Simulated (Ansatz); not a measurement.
# GaN (gallium nitride): the cost of one run

Method: DFT LDA, scalar-relativistic, plane waves, PAW, in Ansatz 0.2.0.

## Step 1: The starting structure

It takes space group P6_3mc (No. 186, hexagonal). The conventional cell has a = 3.152 Å, b = 3.152 Å, c = 5.138 Å, α = 90.00°, β = 90.00°, γ = 120.00°. Ga (site symmetry 3m) is surrounded by 4 N at 1.93 to 1.94 Å. Around N (site symmetry 3m) lie 4 Ga at 1.93 to 1.94 Å.

The input asks for a charge of -0.11 e on the cell.

Coordinates:

```
CELL_PARAMETERS angstrom
3.15200 0.00000 0.00000
-1.57600 2.72971 0.00000
0.00000 0.00000 5.13800
ATOMIC_POSITIONS crystal
Ga 0.33333 0.66667 0.00000
Ga 0.66667 0.33333 0.50000
N 0.33333 0.66667 0.37680
N 0.66667 0.33333 0.87680
```

## Step 2: Relaxing the atoms: GaN (gallium nitride), no spin, charge -0.11

Contents of input.yaml:

```yaml
crystal:
  lattice:
    - [3.152, 0.0, 0.0]
    - [-1.576, 2.7297120727, 0.0]
    - [0.0, 0.0, 5.138]
  atoms:
    - { symbol: Ga, position: [0.3333333333, 0.6666666667, 0.0] }
    - { symbol: Ga, position: [0.6666666667, 0.3333333333, 0.5] }
    - { symbol: "N", position: [0.3333333333, 0.6666666667, 0.3768] }
    - { symbol: "N", position: [0.6666666667, 0.3333333333, 0.8768] }
total_charge: -0.11
scf:
  occupations: { method: gaussian, width: 0.03 }
output:
  forces: true
  stress: true
  eigenvalues: true
  write_density: true
  write_potential: true
  elf: true
  volumetric_format: npy
hamiltonian:
  xc: lda
kpoints:
  mp_grid: { grid: [18, 18, 10] }
basis:
  ecutwfc: 560
relax:
  f_tol: 0.0005
  max_steps: 40
```

Launch:

```
> ansatz run input.yaml --threads 4 --pin off --max-ram 9216MiB --backend cpu --events-out ev --progress --plain --runs-dir out
```

**Question.** How long does this run take on 4 threads of AMD EPYC 9R14 (Zen 4), shared host, and how much memory does it need?

About 17 s, with a peak of 0.71 GiB.
